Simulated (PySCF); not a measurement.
# UTPSSh/def2-SVP run of SiNH5Se+ (SMILES [NH2+][SiH2][SeH])

What is the vertical doublet–quartet gap of SiNH5Se+ at UTPSSh/def2-SVP? 

Program for the calculation: PySCF 2.14.0.

**1. The molecule**

SiNH5Se+: 8 atoms, total charge +1, spin state doublet. As SMILES, `[NH2+][SiH2][SeH]`. The shape comes from GFN2-xTB, which is rough for such elements, and wasn't checked as a minimum. This is one conformer, not always the lowest.

Bond lengths: N1–Si2 1.690 Å, Si2–Se3 2.602 Å, N1–H4 1.011 Å, N1–H5 1.011 Å, Si2–H6 1.452 Å, Si2–H7 1.452 Å, Se3–H8 1.450 Å. Angles: N1–Si2–Se3 104.4°, N1–Si2–H6 112.8°, N1–Si2–H7 114.7°, Se3–Si2–H6 97.4°, Se3–Si2–H7 96.1°, Si2–N1–H4 124.2°, Si2–N1–H5 124.3°, Si2–Se3–H8 97.0°, H6–Si2–H7 125.1°, H4–N1–H5 111.0°.

**2. The energy at UTPSSh/def2-SVP**

Input file job.py:

```python
from pyscf import gto, dft

molecule = gto.M(
    atom=[
    ('N', (-0.876260, 0.357030, -0.792440)),
    ('Si', (0.560870, 0.643760, 0.049190)),
    ('Se', (1.145560, -1.649270, 1.132110)),
    ('H', (-0.918800, 0.017130, -1.744090)),
    ('H', (-1.793540, 0.624830, -0.462260)),
    ('H', (0.353190, 1.385190, 1.280410)),
    ('H', (1.745760, 0.728080, -0.785180)),
    ('H', (-0.216790, -2.106740, 1.322270)),
],
    basis='def2-svp',
    charge=1,
    verbose=4,
    max_memory=1860,
    spin=1,
)

myscf = dft.UKS(molecule)
myscf.xc = 'tpssh'
myscf.conv_tol = 1e-10
myscf.grids.level = 7
myscf.kernel()
if not myscf.converged:
    myscf = myscf.newton().run(myscf.mo_coeff, myscf.mo_occ)

energy = myscf.e_tot
print('Final energy', energy)
```

Launch:

```
OMP_NUM_THREADS=1 python job.py
```

The program printed:

```text
PySCF version 2.14.0

[INPUT] num. atoms = 8
[INPUT] num. electrons = 59
[INPUT] charge = 1
[INPUT] spin (= nelec alpha-beta = 2S) = 1
[INPUT] symmetry False subgroup None
[INPUT] Mole.unit = angstrom
[INPUT] Symbol           X                Y                Z      unit          X                Y                Z       unit  Magmom
[INPUT]  1 N     -0.876260000000   0.357030000000  -0.792440000000 AA   -1.655891413911   0.674688918253  -1.497494570150 Bohr   0.0
[INPUT]  2 Si     0.560870000000   0.643760000000   0.049190000000 AA    1.059890691485   1.216530089950   0.092955628067 Bohr   0.0
[INPUT]  3 Se     1.145560000000  -1.649270000000   1.132110000000 AA    2.164794659257  -3.116668605461   2.139377842881 Bohr   0.0
[INPUT]  4 H     -0.918800000000   0.017130000000  -1.744090000000 AA   -1.736280363250   0.032371008514  -3.295852436593 Bohr   0.0
[INPUT]  5 H     -1.793540000000   0.624830000000  -0.462260000000 AA   -3.389299393452   1.180757574412  -0.873544798341 Bohr   0.0
[INPUT]  6 H      0.353190000000   1.385190000000   1.280410000000 AA    0.667432369935   2.617629730486   2.419624227154 Bohr   0.0
[INPUT]  7 H      1.745760000000   0.728080000000  -0.785180000000 AA    3.299008279221   1.375871796773  -1.483775158486 Bohr   0.0
[INPUT]  8 H     -0.216790000000  -2.106740000000   1.322270000000 AA   -0.409673726544  -3.981161615666   2.498728162729 Bohr   0.0

nuclear repulsion = 228.818414181922
number of shells = 41
number of NR pGTOs = 169
number of NR cGTOs = 89
basis = def2-svp
ecp = {}

******** <class 'pyscf.dft.uks.UKS'> ********
method = UKS
initial guess = minao
damping factor = 0
level_shift factor = 0
DIIS = <class 'pyscf.scf.diis.CDIIS'>
diis_start_cycle = 1
diis_space = 8
diis_damp = 0
SCF conv_tol = 1e-10
SCF conv_tol_grad = None
SCF max_cycles = 50
direct_scf = True
direct_scf_tol = 1e-13
number electrons alpha = 30  beta = 29
XC library pyscf.dft.libxc version 7.0.0
    S. Lehtola, C. Steigemann, M. J.T. Oliveira, and M. A.L. Marques.,  SoftwareX 7, 1–5 (2018)
XC functionals = tpssh
radial grids:
    Treutler-Ahlrichs [JCP 102, 346 (1995); DOI:10.1063/1.469408] (M4) radial grids

becke partition: Becke, JCP 88, 2547 (1988); DOI:10.1063/1.454033
pruning grids: <function nwchem_prune>
grids dens level: 7
symmetrized grids: False
atomic radii adjust function: <function treutler_atomic_radii_adjust>
small_rho_cutoff = 0
Set gradient conv threshold to 1e-05
tot grids = 509344
init E= -2747.41977241579
[... the frontier-level lines of each cycle are left out ...]


cycle= 1 E= -2748.01442512098  delta_E= -0.595  |g|= 0.335  |ddm|= 1.92
cycle= 2 E= -2747.55496709914  delta_E= 0.459  |g|= 0.863  |ddm|= 1.23
cycle= 3 E= -2748.03746868582  delta_E= -0.483  |g|= 0.183  |ddm|= 1.18
cycle= 4 E= -2748.06178336532  delta_E= -0.0243  |g|= 0.0562  |ddm|= 0.257
cycle= 5 E= -2748.0638187305  delta_E= -0.00204  |g|= 0.0227  |ddm|= 0.0968
cycle= 6 E= -2748.06408522601  delta_E= -0.000266  |g|= 0.00482  |ddm|= 0.0313
cycle= 7 E= -2748.0641086217  delta_E= -2.34e-05  |g|= 0.00175  |ddm|= 0.011
cycle= 8 E= -2748.06411874922  delta_E= -1.01e-05  |g|= 0.00121  |ddm|= 0.0111
cycle= 9 E= -2748.06412292479  delta_E= -4.18e-06  |g|= 0.00111  |ddm|= 0.00866
cycle= 10 E= -2748.06412444833  delta_E= -1.52e-06  |g|= 0.00067  |ddm|= 0.0046
cycle= 11 E= -2748.06412501163  delta_E= -5.63e-07  |g|= 0.000119  |ddm|= 0.00296
cycle= 12 E= -2748.0641250536  delta_E= -4.2e-08  |g|= 2.83e-05  |ddm|= 0.00106
cycle= 13 E= -2748.06412505438  delta_E= -7.84e-10  |g|= 3.08e-05  |ddm|= 0.000107
cycle= 14 E= -2748.06412505568  delta_E= -1.29e-09  |g|= 2.61e-06  |ddm|= 0.00018
cycle= 15 E= -2748.06412505571  delta_E= -3.27e-11  |g|= 1.84e-06  |ddm|= 7.83e-06
Extra cycle  E= -2748.0641250557  delta_E= 1.5e-11  |g|= 2.94e-06  |ddm|= 6.72e-06
converged SCF energy = -2748.0641250557  <S^2> = 0.75349713  2S+1 = 2.0034941
Final energy -2748.064125055696
```

It took 4.2 min on 1 thread of Arm Neoverse V1, shared host; peak memory 0.54 GiB.

**3. The quartet**

Input file geometry.xyz:

```xyz
8

N     -0.876260     0.357030    -0.792440
Si     0.560870     0.643760     0.049190
Se     1.145560    -1.649270     1.132110
H     -0.918800     0.017130    -1.744090
H     -1.793540     0.624830    -0.462260
H      0.353190     1.385190     1.280410
H      1.745760     0.728080    -0.785180
H     -0.216790    -2.106740     1.322270
```

Input file job.py:

```python
from pyscf import gto, dft

system = gto.M(
    atom='geometry.xyz',
    charge=1,
    max_memory=1860,
    basis='def2-svp',
    verbose=3,
    spin=3,
)

calc0 = dft.UKS(system)
calc0.xc = 'tpssh'
calc0.conv_tol = 1e-10
calc0.grids.level = 7
calc0.kernel()
if not calc0.converged:
    calc0 = calc0.newton().run(calc0.mo_coeff, calc0.mo_occ)

energy = calc0.e_tot
print('Final energy', energy)
```

Launch:

```
OMP_NUM_THREADS=1 python job.py
```

The program printed:

```text
WARN: HOMO -0.055979605209358 >= LUMO -0.290054187449014

WARN: HOMO -0.286101252027531 >= LUMO -0.482771984045571

WARN: HOMO -0.27983641700665 >= LUMO -0.428977141978535

WARN: HOMO -0.25569448922718 >= LUMO -0.414361105813198

WARN: HOMO -0.260679243881218 >= LUMO -0.415478487882151

WARN: HOMO -0.262074419551473 >= LUMO -0.410550004313868

WARN: HOMO -0.262377640766903 >= LUMO -0.411580396861538

WARN: HOMO -0.262402532681508 >= LUMO -0.41146772800929

WARN: HOMO -0.262372958153886 >= LUMO -0.411447813983418

WARN: HOMO -0.262351824903786 >= LUMO -0.411445626121928

WARN: HOMO -0.262350619279979 >= LUMO -0.411457526506154

WARN: HOMO -0.262358512745601 >= LUMO -0.411467101274299

WARN: HOMO -0.26235332242198 >= LUMO -0.41146539519547

WARN: HOMO -0.262353633330393 >= LUMO -0.41146707758477

WARN: HOMO -0.262353871755296 >= LUMO -0.411467654653211

WARN: HOMO -0.262353581195607 >= LUMO -0.411467199761329

converged SCF energy = -2747.87846181048  <S^2> = 3.7585888  2S+1 = 4.0042921
Final energy -2747.878461810484
```

Wall time 4.3 min (1 thread of Arm Neoverse V1, shared host); peak memory 0.54 GiB.

**4. Outcome**

At UTPSSh/def2-SVP:

| quantity | value |
| --- | --- |
| doublet: total energy | -2748.06413 Eh |
| doublet: HOMO energy (highest over α and β) | -12.05 eV |
| doublet: LUMO energy (lowest over α and β) | -10.85 eV |
| doublet: ⟨S²⟩ | 0.753 |
| quartet: total energy | -2747.87846 Eh |
| quartet: HOMO energy (highest over α and β) | -7.14 eV |
| quartet: ⟨S²⟩ | 3.759 |
| vertical energy of the quartet above the doublet | 5.052 eV |

At this shape the quartet lies 5.05 eV (487 kJ/mol) above the doublet. Mulliken charges (doublet) run from -0.34 on N1 to +0.54 on Si2.
